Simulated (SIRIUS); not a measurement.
# Pb (Fm-3m) in SIRIUS: convergence with gk cutoff

Aim: find how far gk cutoff must go before the results for Pb settle, at PBEsol. This setting moves, with any that are tied to it; all else stays.

Program: SIRIUS 7.12.0. These are calculated values, not measurements. Logs are shortened: lines on timing, memory, paths and dates and some standing lists are left out, and cuts for length are marked. The log counts tension as positive stress, the text compression.

## (1) Starting point

The structure is cubic, space group Fm-3m (No. 225). Conventional cell: a = 4.950 Å, b = 4.950 Å, c = 4.950 Å, α = 90.00°, β = 90.00°, γ = 90.00°. Pb (site symmetry m-3m) is surrounded by 12 Pb at 3.50 Å.

## (2) With gk cutoff 1.87 1/bohr

sirius.json reads:

```json
{
  "control": {
    "processing_unit": "cpu",
    "std_evp_solver_name": "lapack",
    "gen_evp_solver_name": "lapack",
    "verbosity": 2,
    "print_forces": true,
    "ortho_rf": true,
    "use_second_variation": true,
    "rmt_max": 3.0,
    "num_bands_to_print": 24,
    "save_wf": true
  },
  "parameters": {
    "electronic_structure_method": "full_potential_lapwlo",
    "xc_functionals": ["XC_GGA_X_PBE_SOL", "XC_GGA_C_PBE_SOL"],
    "core_relativity": "dirac",
    "valence_relativity": "iora",
    "num_fv_states": 24,
    "smearing": "fermi_dirac",
    "smearing_width": 0.0018374661,
    "pw_cutoff": 20,
    "gk_cutoff": 1.87,
    "lmax_apw": 10,
    "lmax_rho": 8,
    "lmax_pot": 8,
    "num_mag_dims": 0,
    "auto_rmt": 0,
    "ngridk": [9, 9, 9],
    "shiftk": [0, 0, 0],
    "num_dft_iter": 80,
    "energy_tol": 1e-07,
    "density_tol": 1e-05,
    "use_symmetry": true
  },
  "settings": {"tol_ne": 1e-10},
  "iterative_solver": {"type": "exact"},
  "mixer": {"type": "anderson", "beta": 0.5, "max_history": 8},
  "unit_cell": {
    "lattice_vectors": [[0.0, 4.677109953, 4.677109953], [4.677109953, 0.0, 4.677109953], [4.677109953, 4.677109953, 0.0]],
    "atom_types": ["Pb"],
    "atom_files": {"Pb": "Pb.json"},
    "atoms": {"Pb": [[0.0, 0.0, 0.0]]}
  }
}
```

Pb.json reads:

```json
{
  "name": "lead",
  "symbol": "Pb",
  "number": 82,
  "mass": 207.2,
  "rmin": 1e-06,
  "rmt": 2.65,
  "nrmt": 800,
  "rinf": 17.22,
  "core": "1s2s2p3s3p3d4s4p4d",
  "valence": [
    {"basis": [{"enu": 0.03, "dme": 0, "n": 0, "auto": 0}, {"enu": 0.03, "dme": 1, "n": 0, "auto": 0}]},
    {"l": 0, "n": 1, "basis": [{"enu": 0.0227, "dme": 0, "n": 0, "auto": 0}]},
    {"l": 1, "n": 2, "basis": [{"enu": 0.13, "dme": 0, "n": 0, "auto": 0}]},
    {"l": 2, "n": 3, "basis": [{"enu": 0.13, "dme": 0, "n": 0, "auto": 0}]},
    {"l": 3, "n": 4, "basis": [{"enu": 0.13, "dme": 0, "n": 0, "auto": 0}]},
    {"l": 4, "n": 5, "basis": [{"enu": 0.13, "dme": 0, "n": 0, "auto": 0}]}
  ],
  "lo": [
    {
      "l": 0,
      "basis": [{"enu": 0.0227, "dme": 0, "n": 0, "auto": 0}, {"enu": 0.0227, "dme": 1, "n": 0, "auto": 0}]
    },
    {
      "l": 0,
      "basis": [{"enu": -5.0161, "dme": 0, "n": 5, "auto": 1}, {"enu": -5.0161, "dme": 1, "n": 5, "auto": 1}]
    },
    {
      "l": 0,
      "basis": [{"enu": -5.0161, "dme": 1, "n": 5, "auto": 1}, {"enu": 0.0227, "dme": 0, "n": 0, "auto": 0}]
    },
    {
      "l": 0,
      "basis": [{"enu": 0.0227, "dme": 0, "n": 0, "auto": 0}, {"enu": 2.301, "dme": 0, "n": 0, "auto": 0}]
    },
    {"l": 1, "basis": [{"enu": 0.13, "dme": 0, "n": 0, "auto": 0}, {"enu": 0.13, "dme": 1, "n": 0, "auto": 0}]},
    {
      "l": 1,
      "basis": [{"enu": -2.8846, "dme": 0, "n": 5, "auto": 1}, {"enu": -2.8846, "dme": 1, "n": 5, "auto": 1}]
    },
    {
      "l": 1,
      "basis": [{"enu": -2.8846, "dme": 1, "n": 5, "auto": 1}, {"enu": 0.13, "dme": 0, "n": 0, "auto": 0}]
    },
    {"l": 1, "basis": [{"enu": 0.13, "dme": 0, "n": 0, "auto": 0}, {"enu": 2.7501, "dme": 0, "n": 0, "auto": 0}]},
    {"l": 2, "basis": [{"enu": 0.13, "dme": 0, "n": 0, "auto": 0}, {"enu": 0.13, "dme": 1, "n": 0, "auto": 0}]},
    {
      "l": 2,
      "basis": [{"enu": -0.5187, "dme": 0, "n": 5, "auto": 1}, {"enu": -0.5187, "dme": 1, "n": 5, "auto": 1}]
    },
    {
      "l": 2,
      "basis": [{"enu": -0.5187, "dme": 1, "n": 5, "auto": 1}, {"enu": 0.13, "dme": 0, "n": 0, "auto": 0}]
    },
    {"l": 2, "basis": [{"enu": 0.13, "dme": 0, "n": 0, "auto": 0}, {"enu": 3.0919, "dme": 0, "n": 0, "auto": 0}]},
    {"l": 3, "basis": [{"enu": 0.13, "dme": 0, "n": 0, "auto": 0}, {"enu": 0.13, "dme": 1, "n": 0, "auto": 0}]},
    {
      "l": 3,
      "basis": [{"enu": -4.6474, "dme": 0, "n": 4, "auto": 1}, {"enu": -4.6474, "dme": 1, "n": 4, "auto": 1}]
    },
    {
      "l": 3,
      "basis": [{"enu": -4.6474, "dme": 1, "n": 4, "auto": 1}, {"enu": 0.13, "dme": 0, "n": 0, "auto": 0}]
    },
    {"l": 3, "basis": [{"enu": 0.13, "dme": 0, "n": 0, "auto": 0}, {"enu": 3.4337, "dme": 0, "n": 0, "auto": 0}]},
    {"l": 4, "basis": [{"enu": 0.13, "dme": 0, "n": 0, "auto": 0}, {"enu": 0.13, "dme": 1, "n": 0, "auto": 0}]},
    {"l": 4, "basis": [{"enu": 0.13, "dme": 0, "n": 0, "auto": 0}, {"enu": 2.8641, "dme": 0, "n": 0, "auto": 0}]}
  ],
  "free_atom": [... radial grid and density of the free atom, the start of the SCF ...]
}
```

sirius_start.json reads:

```json
{
  "control": {
    "processing_unit": "cpu",
    "std_evp_solver_name": "lapack",
    "gen_evp_solver_name": "lapack",
    "verbosity": 1,
    "print_forces": false,
    "ortho_rf": true,
    "use_second_variation": true,
    "rmt_max": 3.0,
    "num_bands_to_print": 24,
    "save_wf": false
  },
  "parameters": {
    "electronic_structure_method": "full_potential_lapwlo",
    "xc_functionals": ["XC_LDA_X", "XC_LDA_C_PW"],
    "core_relativity": "dirac",
    "valence_relativity": "iora",
    "num_fv_states": 24,
    "smearing": "fermi_dirac",
    "smearing_width": 0.0055123983,
    "pw_cutoff": 20,
    "gk_cutoff": 1.49,
    "lmax_apw": 10,
    "lmax_rho": 8,
    "lmax_pot": 8,
    "num_mag_dims": 0,
    "auto_rmt": 0,
    "ngridk": [4, 4, 4],
    "shiftk": [0, 0, 0],
    "num_dft_iter": 30,
    "energy_tol": 0.01,
    "density_tol": 0.05,
    "use_symmetry": true
  },
  "settings": {"tol_ne": 1e-10},
  "iterative_solver": {"type": "exact"},
  "mixer": {"type": "anderson", "beta": 0.5, "max_history": 8},
  "unit_cell": {
    "lattice_vectors": [[0.0, 4.677109953, 4.677109953], [4.677109953, 0.0, 4.677109953], [4.677109953, 4.677109953, 0.0]],
    "atom_types": ["Pb"],
    "atom_files": {"Pb": "Pb.json"},
    "atoms": {"Pb": [[0.0, 0.0, 0.0]]}
  }
}
```

Potentials or basis: all-electron FP-LAPW, apw+lo standard.

The run is started by

```sh
> OMP_NUM_THREADS=1 sirius.scf --input=sirius_start.json --output=start.json
> OMP_NUM_THREADS=1 sirius.scf --input=sirius.json --output=output.json --task=1
```

The program printed:

```text
[info] SIRIUS version : 7.12.0
[info] number of MPI ranks           : 1
[info] MPI grid                      : 1 1
[info] maximum number of OMP threads : 1
[fft] FFT context for density and potential
[fft] =====================================
[fft]   plane wave cutoff                     : 20
[fft]   grid size                             : 45 45 45   total : 91125
[fft]   grid limits                           : -22 22   -22 22   -22 22
[fft]   number of G-vectors within the cutoff : 27581
[fft]   number of G-shells                    : 755
[fft] FFT context for coarse grid
[fft] =====================================
[fft]   plane wave cutoff                     : 3.74
[fft]   grid size                             : 10 10 10   total : 1000
[fft]   grid limits                           : -4 5   -4 5   -4 5
[fft]   number of G-vectors within the cutoff : 169
[fft]   number of G-shells                    : 12
[unit cell] lattice vectors
[unit cell]   a1 :       0.0000000000      4.6771099530      4.6771099530
[unit cell]   a2 :       4.6771099530      0.0000000000      4.6771099530
[unit cell]   a3 :       4.6771099530      4.6771099530      0.0000000000
[unit cell] reciprocal lattice vectors
[unit cell]   b1 :      -0.6716952745      0.6716952745      0.6716952745
[unit cell]   b2 :       0.6716952745     -0.6716952745      0.6716952745
[unit cell]   b3 :       0.6716952745      0.6716952745     -0.6716952745
[unit cell] unit cell volume :       204.62690469 [a.u.^3]
[unit cell] 1/sqrt(omega)    :         0.06990667
[unit cell] MT volume        :        77.95181491 (38.09%)
[unit cell] IT volume        :       126.67508978 (61.91%)
[unit cell] number of atom types : 1
[unit cell] type id : 0 symbol : Pb mt_radius :   2.650000 num_atoms : 1
[unit cell] total number of atoms : 1
[unit cell] number of symmetry classes : 1
[unit cell] atom id  type id  class id             position                      vector_field
[unit cell] ------------------------------------------------------------------------------------------
[unit cell]      0        0        0      0.00000   0.00000   0.00000      0.00000   0.00000   0.00000
[unit cell] atom id         position (Cartesian, a.u.)
[... 312 lines left out ...]
[diagonalize] ik:    4   -4.920389   -4.517228   -4.517205   -4.517205   -4.517202   -4.517185   -4.517185   -4.517185   -2.778122   -2.777702   -2.777702   -0.412822   -0.399740   -0.399740   -0.395352   -0.395352   -0.111320    0.054748    0.406583    0.406583    0.533339    0.553567    0.609696    0.609696
[diagonalize] ...
[diagonalize] ik:   30   -4.920385   -4.517228   -4.517205   -4.517205   -4.517205   -4.517185   -4.517185   -4.517184   -2.777980   -2.777815   -2.777734   -0.406305   -0.402094   -0.400467   -0.398390   -0.397444   -0.065032    0.102869    0.182761    0.287603    0.513536    0.649556    0.712289    0.736094
[diagonalize] ik:   31   -4.920389   -4.517227   -4.517205   -4.517205   -4.517205   -4.517186   -4.517184   -4.517184   -2.777991   -2.777845   -2.777772   -0.405176   -0.402613   -0.401306   -0.398494   -0.398092   -0.096658    0.139565    0.190932    0.321579    0.536338    0.632286    0.645845    0.805633
[diagonalize] ik:   32   -4.920387   -4.517227   -4.517205   -4.517205   -4.517205   -4.517184   -4.517184   -4.517184   -2.777887   -2.777805   -2.777773   -0.403199   -0.400979   -0.399543   -0.397043   -0.395843   -0.061001    0.104981    0.232134    0.244509    0.464876    0.502206    0.785180    0.863654
[diagonalize] ik:   33   -4.920388   -4.517228   -4.517205   -4.517205   -4.517205   -4.517185   -4.517184   -4.517184   -2.777957   -2.777895   -2.777772   -0.404542   -0.403445   -0.402335   -0.398165   -0.395879   -0.047857    0.110663    0.166628    0.252815    0.490691    0.591616    0.746459    0.761885
[diagonalize] ik:   34   -4.920398   -4.517229   -4.517206   -4.517206   -4.517205   -4.517186   -4.517185   -4.517185   -2.778143   -2.778006   -2.777999   -0.409071   -0.407233   -0.403416   -0.401912   -0.401818   -0.052706    0.128653    0.163657    0.224832    0.576172    0.614795    0.650189    0.724879
[generate_core_charge_density] atom class : 0
[generate_core_charge_density]   n,l,k : 1 0 1  energy :       -3231.93380465
[generate_core_charge_density]   n,l,k : 2 0 1  energy :        -577.31945975
[generate_core_charge_density]   n,l,k : 2 1 1  energy :        -554.38621310
[generate_core_charge_density]   n,l,k : 2 1 2  energy :        -473.94311511
[generate_core_charge_density]   n,l,k : 3 0 1  energy :        -138.30894333
[generate_core_charge_density]   n,l,k : 3 1 1  energy :        -127.96896718
[generate_core_charge_density]   n,l,k : 3 1 2  energy :        -110.02002063
[generate_core_charge_density]   n,l,k : 3 2 2  energy :         -93.03809818
[generate_core_charge_density]   n,l,k : 3 2 3  energy :         -89.21795480
[generate_core_charge_density]   n,l,k : 4 0 1  energy :         -31.02636204
[generate_core_charge_density]   n,l,k : 4 1 1  energy :         -26.55393803
[generate_core_charge_density]   n,l,k : 4 1 2  energy :         -22.15532376
[generate_core_charge_density]   n,l,k : 4 2 2  energy :         -14.87457302
[generate_core_charge_density]   n,l,k : 4 2 3  energy :         -14.05351904
[find] Total energy                   :  -20922.49500217 (Ha),  -41844.99000434 (Ry)
[find] iteration : 1, RMS (target) : 2.1557e-01 (1.0000e-05) , energy difference (target) : -1.6920e-03 (1.0000e-07)
[find] Total energy                   :  -20922.49465076 (Ha),  -41844.98930152 (Ry)
[... 17 lines left out ...]
[find] valence_eval_sum               :     -93.37498689
[find] core_eval_sum                  :  -12849.70562983
[find] kinetic energy                 :   24352.40045334
[find] enuc                           :  -26495.88070448
[find] <rho|V^{XC}>                   :    -506.74421112
[find] <rho|E^{XC}>                   :    -384.64622865
[find] <mag|B^{XC}>                   :       0.00000000
[find] <rho|V^{H}>                    :  -36788.73685893
[find] smearing (-TS)                 :      -0.00011630
[find] SCF correction                 :       0.00005038
[find] Total energy                   :  -20922.49485889 (Ha),  -41844.98971777 (Ry)
[find] Free energy (E-TS)             :  -20922.49497518 (Ha),  -41844.98995036 (Ry)
[find] band gap (eV)                  :       0.00000000
[find] Efermi                         :       0.19563692
[find] iteration : 6, RMS (target) : 3.7376e-06 (1.0000e-05) , energy difference (target) : 3.8417e-08 (1.0000e-07)
[find] converged after 7 SCF iterations!
[find] Charges and magnetic moments
[find] --------------------------------------------------------------------------------
[find] atom      charge    core leakage
[find] --------------------------------------------------------------------------------
[find]    0   79.899059    8.340805e-10
[find] total core leakage    : 8.34080502e-10
[find] interstitial charge   : 2.100938
[find] total charge          : 81.999997
[find] Energy
[find] --------------------------------------------------------------------------------
[find] valence_eval_sum               :     -93.37498689
[find] core_eval_sum                  :  -12849.70562983
[find] kinetic energy                 :   24352.40045334
[find] enuc                           :  -26495.88070448
[find] <rho|V^{XC}>                   :    -506.74421112
[find] <rho|E^{XC}>                   :    -384.64622865
[find] <mag|B^{XC}>                   :       0.00000000
[find] <rho|V^{H}>                    :  -36788.73685893
[find] smearing (-TS)                 :      -0.00011630
[find] SCF correction                 :       0.00005038
[find] Total energy                   :  -20922.49485889 (Ha),  -41844.98971777 (Ry)
[find] Free energy (E-TS)             :  -20922.49497518 (Ha),  -41844.98995036 (Ry)
[find] band gap (eV)                  :       0.00000000
[find] Efermi                         :       0.19563692
[ground_state]
[ground_state] ==== total Forces in Ha/bohr =====
[ground_state] atom:    0, force:       0.0000000      0.0000000      0.0000000
[ground_state] ==== contribution from density =====
[ground_state] atom:    0, force:       0.0000000      0.0000000      0.0000000
[ground_state] ==== contribution from Hartree potential =====
[ground_state] atom:    0, force:       0.0000000      0.0000000      0.0000000
[ground_state] ==== contribution from IBS =====
[ground_state] atom:    0, force:       0.0000000      0.0000000      0.0000000
```

Run time: 34 s. Hardware: 1 thread of Arm Neoverse V2, shared host; peak memory 0.31 GiB.

Results:

```
Free energy                                       : -569330.0920 eV
Band gap on the k mesh                            : none (metal or under the smearing width)
All electrons inside the program's atomic spheres : Pb 79.90 (radii Pb 2.65 bohr)
```

## (3) With gk cutoff 2.21 1/bohr

Changes to sirius.json since step 2:

```diff
@@ -22,3 +22,3 @@
     "pw_cutoff": 20,
-    "gk_cutoff": 1.87,
+    "gk_cutoff": 2.21,
     "lmax_apw": 10,
```

Pb.json is that of step 2.

Changes to sirius_start.json since step 2:

```diff
@@ -22,3 +22,3 @@
     "pw_cutoff": 20,
-    "gk_cutoff": 1.49,
+    "gk_cutoff": 1.77,
     "lmax_apw": 10,
```

Potentials or basis: all-electron FP-LAPW, apw+lo standard.

The run is started by

```sh
> OMP_NUM_THREADS=1 sirius.scf --input=sirius_start.json --output=start.json
> OMP_NUM_THREADS=1 sirius.scf --input=sirius.json --output=output.json --task=1
```

Wall time 34 s (1 thread of Arm Neoverse V2, shared host); peak memory 0.31 GiB.

Results:

```
Free energy                                       : -569332.7268 eV
Band gap on the k mesh                            : none (metal or under the smearing width)
All electrons inside the program's atomic spheres : Pb 79.95 (radii Pb 2.65 bohr)
```

## (4) With gk cutoff 2.55 1/bohr

Changes to sirius.json since step 3:

```diff
@@ -22,3 +22,3 @@
     "pw_cutoff": 20,
-    "gk_cutoff": 2.21,
+    "gk_cutoff": 2.55,
     "lmax_apw": 10,
```

Pb.json is that of step 3.

Changes to sirius_start.json since step 3:

```diff
@@ -22,3 +22,3 @@
     "pw_cutoff": 20,
-    "gk_cutoff": 1.77,
+    "gk_cutoff": 2.04,
     "lmax_apw": 10,
```

The run is started by

```sh
> OMP_NUM_THREADS=1 sirius.scf --input=sirius_start.json --output=start.json
> OMP_NUM_THREADS=1 sirius.scf --input=sirius.json --output=output.json --task=1
```

It took 35 s on 1 thread of Arm Neoverse V2, shared host; peak memory 0.32 GiB.

Results:

```
Free energy                                       : -569333.8250 eV
Band gap on the k mesh                            : none (metal or under the smearing width)
All electrons inside the program's atomic spheres : Pb 79.97 (radii Pb 2.65 bohr)
```

[end of part 1 of 2]
